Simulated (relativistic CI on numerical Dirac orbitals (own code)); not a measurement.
**Sm II (Sm⁺): levels and lines**

What are the lowest levels and the strongest lines of Sm⁺? One CI run answers it; further runs change one setting each.

Method: Dirac-Coulomb-Breit CI, KLI orbitals optimised for each configuration, model QED (radiative potential, 1s self-energy scaled to tabulated hydrogen-like ionisation energies), valence Slater integrals scaled by 0.85, P86 correlation energy added to each configuration. Code: relativistic CI on numerical Dirac orbitals (own code) version 3.

## (1) The system

| Item | Value |
| --- | --- |
| ion | Sm⁺ (Sm II) |
| nuclear charge | 62 |
| electrons | 61 |
| isotope | A = 152 |
| first configuration typed | [Xe] 4f6 6s |

Outer shells as boxes (Hund's rule):

first configuration typed
```
[Xe] core
4f [↑ ][↑ ][↑ ][↑ ][↑ ][↑ ][  ]
6s [↑ ]
```

## (2) CI with the chosen configurations

The run's settings:

```ini
atom Sm  Z=62  charge=1  electrons=61
nucleus A=152  rms_radius_fm=5.0819
hamiltonian dirac-coulomb  breit=on  qed=on  c_scale=1
orbitals kli  potential=per-configuration
slater_scale 0.85
correlation p86
mixing on
configurations
  [Xe] 4f6 6s
  [Xe] 4f5 6s2
  [Xe] 4f7
  [Xe] 4f6 7s
  [Xe] 4f5 6s 8s
  [Xe] 4f4 6s 7s2
end
```

On the command line:

```sh
> python run_levels.py task.json out
```

task.json lists these runs, among others, and the program works through them in turn.

## (4) Slater integrals scaled by 0.75

The settings differ from step 2 so:

```diff
@@ -4,3 +4,3 @@
 orbitals kli  potential=per-configuration
-slater_scale 0.85
+slater_scale 0.75
 correlation p86
```

## (5) Correlation estimate lda-sx

The settings differ from step 4 so:

```diff
@@ -4,4 +4,4 @@
 orbitals kli  potential=per-configuration
-slater_scale 0.75
-correlation p86
+slater_scale 0.85
+correlation lda-sx
 mixing on
```

## (6) Without the Breit term

The run's settings:

```ini
atom Sm  Z=62  charge=1  electrons=61
nucleus A=152  rms_radius_fm=5.0819
hamiltonian dirac-coulomb  breit=off  qed=on  c_scale=1
orbitals kli  potential=per-configuration
slater_scale 0.85
correlation p86
mixing on
configurations
  [Xe] 4f6 6s
  [Xe] 4f5 6s2
  [Xe] 4f7
  [Xe] 4f6 7s
  [Xe] 4f5 6s 8s
  [Xe] 4f4 6s 7s2
end
```

## (7) The first configuration alone

The run's settings:

```ini
atom Sm  Z=62  charge=1  electrons=61
nucleus A=152  rms_radius_fm=5.0819
hamiltonian dirac-coulomb  breit=on  qed=on  c_scale=1
orbitals kli  potential=per-configuration
slater_scale 0.85
correlation p86
mixing on
configurations
  [Xe] 4f6 6s
end
```

(Steps that only read results are left out.)

**Question.** What will these runs give? Wanted: lowest level; first excitation; lowest level of the other parity; ionisation energy; mean error of paired levels.

As calculated:

| run | time | mean size of shift, levels followed (cm⁻¹) | lowest level | ionisation energy (eV) | mean error to measured (cm⁻¹) |
| --- | --- | --- | --- | --- | --- |
| main run | 1.9 s | 0 | 4f6 6s 8F1/2 | 10.693 | 421 |
| Slater integrals scaled by 0.75 | 1.9 s | 136 | 4f6 6s 8F1/2 | 10.687 | 315 |
| correlation estimate lda-sx | 1.9 s | 1.4 | 4f6 6s 8F1/2 | 10.807 | 423 |
| without the Breit term | 1.7 s | 265 | 4f6 6s 8F1/2 | 10.699 | 686 |
| the first configuration alone | 0.5 s | 30.1 | 4f6 6s 8F1/2 | - | 451 |

The semi-empirical ionisation energy (NIST) is 11.078 eV.

| quantity | value |
| --- | --- |
| lowest level | 4f6 6s 8F1/2 |
| first excitation | 4f6 6s 8F3/2, 342.2 cm⁻¹ |
| lowest level of the other parity | 4f5 6s2 6H°5/2, 16561.3 cm⁻¹ |
| levels in the model | 2667 |
| ionisation energy | 10.693 eV |
| ionisation energy, semi-empirical (NIST) | 11.078 eV |
| mean error of paired levels | 421 cm⁻¹ over 12 |

In words: 4f6 6s 8F1/2 comes out lowest; its LS label holds 94 % and its jj label 39 %; over the low levels the means are 93 and 41 %, so LS coupling describes them better. Against the semi-empirical ionisation energy the result lies 3.5 % low. The largest mover is «without the Breit term» (265 cm⁻¹ on average). The run «Slater integrals scaled by 0.75» comes nearer the measured levels than the main run (315 against 421 cm⁻¹). The scale of 0.85 was itself chosen against such measured levels. In a near-neutral ion this small CI can misplace whole configurations by 10,000 cm⁻¹ or more, above all where the count of f electrons changes. Lifetimes count radiative decay inside the model alone.
